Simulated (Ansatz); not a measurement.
# Ba2IrO4: the cost of one run

Computed with Ansatz 0.2.0 (DFT PBEsol, scalar-relativistic, plane waves, PAW).

1 further run of the same task is left out (set aside as unsound or not needed).

## 1. Starting point

The structure is tetragonal, space group I4/mmm (No. 139). The conventional cell has a = 4.040 Å, b = 4.040 Å, c = 13.411 Å, α = 90.00°, β = 90.00°, γ = 90.00°. Ba (site symmetry 4mm) is surrounded by 9 O at 2.68 to 2.86 Å. Ir (site symmetry 4/mmm) has 6 O at 2.02 to 2.08 Å as nearest neighbours. O (site symmetry mmm) is surrounded by 2 Ir at 2.02 Å and 4 Ba at 2.80 Å. O (site symmetry 4mm) has 1 Ir at 2.08 Å and 5 Ba at 2.68 to 2.86 Å as nearest neighbours.

Coordinates:

```xyz
7
Lattice="-2.0202 2.0202 6.7054 2.0202 -2.0202 6.7054 2.0202 2.0202 -6.7054" Properties=species:S:1:pos:R:3 pbc="T T T"
Ba    0.0000    0.0000    4.7601
Ba    0.0000    0.0000    8.6506
Ir    0.0000    0.0000    0.0000
O     0.0000    2.0202    0.0000
O     0.0000    0.0000    2.0766
O     0.0000    0.0000   11.3341
O     2.0202    0.0000    0.0000
```

It goes back to an entry of the Materials Project.

It is the result of an earlier relaxation at this level (volume 15.64 Å³/atom; gap on the mesh: none (metal)).

## 2. The cell under PBEsol

The input, input.yaml:

```yaml
crystal:
  lattice:
    - [-2.0202432847, 2.0202432847, 6.7053551821]
    - [2.0202432847, -2.0202432847, 6.7053551821]
    - [2.0202432847, 2.0202432847, -6.7053551821]
  atoms:
    - { symbol: Ba, position: [0.3549463819, 0.3549463819, 0.0] }
    - { symbol: Ba, position: [0.6450536181, 0.6450536181, 0.0] }
    - { symbol: Ir, position: [0.0, 0.0, 0.0] }
    - { symbol: O, position: [0.5, 0.0, 0.5] }
    - { symbol: O, position: [0.1548442842, 0.1548442842, 0.0] }
    - { symbol: O, position: [0.8451557158, 0.8451557158, 0.0] }
    - { symbol: O, position: [0.0, 0.5, 0.5] }
basis:
  ecutwfc: 420
kpoints:
  mp_grid: { grid: [12, 12, 12] }
hamiltonian:
  xc: pbesol
scf:
  occupations: { method: gaussian, width: 0.1 }
output:
  forces: true
  stress: true
  eigenvalues: true
relax:
  adjacent_minimum: "off"
  f_tol: 0.005
  max_steps: 50
  cell: { stress_tol: 0.05 }
```

Launch:

```
ansatz run input.yaml --threads 2 --pin off --max-ram 5120MiB --backend cpu --events-out ev --progress --plain --runs-dir out
```

Q: Estimate wall time and peak memory on 2 threads of Arm Neoverse V2, shared host.

About 3 min, with a peak of 0.76 GiB.
